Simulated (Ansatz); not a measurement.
# Cu: stress in a strained cell

Cu is deformed so: equal xy, yz and zx engineering shear strains of -1 %. What stress and forces result, by LAPW, PAW and all-electron datasets made for the crystal?

Program: Ansatz 0.2.0. Level of theory: DFT PBEsol, scalar-relativistic. These are calculated values, not measurements.

## 1. The structure to begin with

It takes space group Fm-3m (No. 225, cubic). The conventional cell has a = 3.615 Å, b = 3.615 Å, c = 3.615 Å, α = 90.00°, β = 90.00°, γ = 90.00°. Cu (site symmetry m-3m) is surrounded by 12 Cu at 2.56 Å.

As a file:

```cif
data_structure
_symmetry_space_group_name_H-M 'Fm-3m'
_symmetry_Int_Tables_number 225
_cell_length_a 3.6150
_cell_length_b 3.6150
_cell_length_c 3.6150
_cell_angle_alpha 90.000
_cell_angle_beta 90.000
_cell_angle_gamma 90.000
_cell_volume 47.24
loop_
_atom_site_label
_atom_site_type_symbol
_atom_site_symmetry_multiplicity
_atom_site_Wyckoff_symbol
_atom_site_fract_x
_atom_site_fract_y
_atom_site_fract_z
_atom_site_occupancy
Cu1 Cu 4 a 0.00000 0.00000 0.00000 1
```

The file gives the conventional cell by its symmetry; the runs use the cell typed in the input.

## 2. The deformed structure

Space group Fm-3m before, R-3m after.

## 3. LAPW, all electrons

Contents of input.yaml:

```yaml
crystal:
  lattice:
    - [-0.018075, 1.7984625, 1.7984625]
    - [1.7984625, -0.018075, 1.7984625]
    - [1.7984625, 1.7984625, -0.018075]
  atoms:
    - { symbol: Cu, position: [0.0, 0.0, 0.0] }
kpoints:
  mp_grid: { grid: [17, 17, 17] }
  band_path:
    path:
      - [0.0, 0.0, 0.0]
      - [0.5, 0.5, 0.5]
      - [0.2525443832, 0.5, 0.7474556168]
      - [-0.2525443832, 0.2525443832, 0.5]
      - [0.0, 0.0, 0.5]
      - [0.0, 0.0, 0.0]
      - [-0.3762721916, 0.0, 0.3762721916]
      - [0.0, 0.3762721916, 0.6237278084]
      - [0.0, 0.5, 0.5]
    npoints: 5
scf:
  occupations: { method: fermi_dirac, width: 0.03 }
hamiltonian:
  xc: pbesol
  pseudopotentials: { kind: all_electron, lapw: { basis_error: 0.00025 } }
output:
  forces: true
  stress: true
  eigenvalues: true
```

Command:

```sh
$ ansatz run input.yaml --threads 1 --pin off --max-ram 3072MiB --backend cpu --events-out ev --progress --plain --runs-dir out
```

## 4. PAW with frozen cores

Contents of input.yaml:

```yaml
crystal:
  lattice:
    - [-0.018075, 1.7984625, 1.7984625]
    - [1.7984625, -0.018075, 1.7984625]
    - [1.7984625, 1.7984625, -0.018075]
  atoms:
    - { symbol: Cu, position: [0.0, 0.0, 0.0] }
kpoints:
  mp_grid: { grid: [17, 17, 17] }
scf:
  occupations: { method: fermi_dirac, width: 0.03 }
hamiltonian:
  xc: pbesol
  pseudopotentials: { kind: paw }
output:
  forces: true
  stress: true
  eigenvalues: true
  efg: { contact_densities: true }
  write_density: true
  write_potential: true
  elf: true
  volumetric_format: npy
```

## 5. All-electron PAW on datasets made for the crystal

input.yaml: that of step 4 with these lines changed.

```diff
@@ -13,3 +13,3 @@
   xc: pbesol
-  pseudopotentials: { kind: paw }
+  pseudopotentials: { kind: all_electron, datasets: crystal }
 output:
@@ -19,5 +19 @@
   efg: { contact_densities: true }
-  write_density: true
-  write_potential: true
-  elf: true
-  volumetric_format: npy
```

(Steps that only read results are left out.)

What does the calculation give? Wanted: pressure; largest shear or deviatoric stress.

The runs gave:

| quantity | value |
| --- | --- |
| pressure | LAPW -6.62, PAW -6.62, crystal datasets -6.62 GPa |
| largest shear or deviatoric stress (LAPW) | 0.75 GPa |

In words: The largest part of the stress beyond the pressure is 0.75 GPa in size. No run of the undeformed cell stands beside it, so the pressure holds what the given cell had before the change. PAW: stress within 0.01 GPa of LAPW. Crystal datasets: stress within 0.01 GPa of LAPW.
